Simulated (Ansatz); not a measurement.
# CH8ClNSi2: a ladder of functionals and wavefunction methods

How much do the methods differ for CH8ClNSi2? The plan is to run it at one geometry with functionals of several rungs and with coupled cluster, and see how far each lands from CCSD(T) at the basis-set limit for the atomisation energy.

The runs use Ansatz 0.2.0, Gaussian basis; functionals in def2-TZVPP, the program's frozen cores in correlated methods.

The runs, in order: LDA (SPW92), PBE-D4, revPBE-D4, BLYP-D4, r2SCAN-D4, B97M-V, PBE0-D4, B3LYP-D4, r2SCANh-D4, r2SCAN0-D4, HSE06-D4, BHLYP-D4, CAM-B3LYP-D4, LC-ωPBE, ωB97X-V, ωB97M-V, B2PLYP, PBE-QIDH; CCSD(T)/def2-SVP; CCSD(T)/def2-TZVPP; MP2/def2-QZVPP; extrapolation to the limit; RPA on PBE.

### 1 The relaxed structure

The geometry comes from an earlier relaxation with PBE0-D4 in a triple-zeta def2 set; it is a stationary point, not always the lowest conformer.

13 atoms, charge 0, spin multiplicity 1.

Atoms are counted from 1 here; the program's logs count them from 0.

Bond lengths: Si1–N2 1.721 Å, Si1–H6 1.487 Å, Si1–H7 1.485 Å, Si1–H8 1.494 Å, N2–C3 1.456 Å, N2–H9 1.008 Å, C3–Si4 1.875 Å, C3–H10 1.095 Å, C3–H11 1.098 Å, Si4–Cl5 2.062 Å, Si4–H12 1.485 Å, Si4–H13 1.481 Å. Angles: N2–Si1–H6 108.4°, N2–Si1–H7 107.2°, N2–Si1–H8 114.4°, H6–Si1–H7 111.0°, H6–Si1–H8 107.1°, H7–Si1–H8 108.7°, Si1–N2–C3 123.3°, Si1–N2–H9 118.3°, C3–N2–H9 113.8°, N2–C3–Si4 106.6°, N2–C3–H10 109.4°, N2–C3–H11 113.8°, Si4–C3–H10 108.2°, Si4–C3–H11 112.5°, H10–C3–H11 106.2°, C3–Si4–Cl5 111.3°, C3–Si4–H12 109.1°, C3–Si4–H13 110.4° and more.

### 2 LDA

This LDA is Slater exchange with PW92 correlation.

Contents of in.yaml:

```yaml
crystal:
  periodic: [false, false, false]
  atoms:
    - {symbol: Si, position_ang: [-2.068093, -0.412924, 0.608658]}
    - {symbol: N, position_ang: [-0.527830, -0.573054, -0.141806]}
    - {symbol: C, position_ang: [0.706279, -0.076770, 0.450877]}
    - {symbol: Si, position_ang: [1.695958, 0.695782, -0.942178]}
    - {symbol: Cl, position_ang: [3.582213, 1.237526, -0.308427]}
    - {symbol: H, position_ang: [-2.286184, 1.022403, 0.929498]}
    - {symbol: H, position_ang: [-3.082183, -0.903074, -0.358864]}
    - {symbol: H, position_ang: [-2.215298, -1.174776, 1.884773]}
    - {symbol: H, position_ang: [-0.390847, -1.326747, -0.796713]}
    - {symbol: H, position_ang: [0.471092, 0.707027, 1.178625]}
    - {symbol: H, position_ang: [1.274109, -0.840988, 0.996821]}
    - {symbol: H, position_ang: [1.849291, -0.296258, -2.036562]}
    - {symbol: H, position_ang: [1.011791, 1.907055, -1.449904]}
basis:
  gaussian: {orbitals: def2-TZVPP}
hamiltonian: {xc: lda}
output: {orbitals: {seedname: orbitals}}
```

Run with:

```console
ansatz run in.yaml --threads 4 --pin off --events-out ev --progress --plain --max-ram 10444MiB
```

After this run come: PBE-D4 (GGA); revPBE-D4 (GGA); BLYP-D4 (GGA); r2SCAN-D4 (meta-GGA); B97M-V (meta-GGA); PBE0-D4 (hybrid); B3LYP-D4 (hybrid); r2SCANh-D4 (hybrid); r2SCAN0-D4 (hybrid); HSE06-D4 (hybrid); BHLYP-D4 (hybrid); CAM-B3LYP-D4 (range-separated); LC-ωPBE (range-separated); ωB97X-V (range-separated); ωB97M-V (range-separated); B2PLYP (double hybrid); PBE-QIDH (double hybrid); CCSD(T) in def2-SVP; CCSD(T) in def2-TZVPP; MP2 in def2-QZVPP; RPA on PBE orbitals.

**Question.** What will the summary of the whole plan be? Wanted: atomisation energy, CCSD(T)/CBS; farthest beyond LDA; mean size of error, GGA; mean size of error, meta-GGA; mean size of error, hybrid; mean size of error, range-separated; mean size of error, double hybrid; gap, smallest and largest; T1 diagnostic.

**Answer**, as computed:

| quantity | value |
| --- | --- |
| atomisation energy, CCSD(T)/CBS | 4304.5 kJ/mol |
| functionals within 21.5 kJ/mol (0.5 %) | PBE-D4, r2SCAN-D4, B97M-V, B3LYP-D4, CAM-B3LYP-D4, ωB97M-V |
| farthest beyond LDA | BHLYP-D4 (-81.7 kJ/mol) |
| mean size of error, GGA | 38.8 kJ/mol |
| mean size of error, meta-GGA | 10.8 kJ/mol |
| mean size of error, hybrid | 37.7 kJ/mol |
| mean size of error, range-separated | 25.5 kJ/mol |
| mean size of error, double hybrid | 55.4 kJ/mol |
| gap, smallest and largest | 4.60 eV (LDA (SPW92)), 11.76 eV (LC-ωPBE) |
| T1 diagnostic | 0.0101 |
| triples share of the correlation energy | 3.7 % |

The LDA atomisation energy is off by 520.6 kJ/mol (12 %): it overbinds. PBE-D4 is off by +9.0 kJ/mol. Double hybrids carry the basis error of their MP2 part in triple zeta, and no dispersion term here, so their miss is partly the set-up's. By mean error the best rung here is meta-GGA (10.8 kJ/mol) and the worst beyond LDA is double hybrid (55.4 kJ/mol). GGA functionals lie within the reference's doubt of that worst mean (38.8 kJ/mol), so those two tie. The reference freezes the cores and leaves out relativity and excitations past (T), so misses under about 21.5 kJ/mol can't be ranked. Hartree-Fock recovers 74 % of the binding; the rest is correlation. CCSD(T) in def2-SVP is off by -298.6 kJ/mol, so the small basis spoils what the method gains. The gap grows from 4.6 to 11.8 eV across the functionals, mostly with the share of exact exchange.
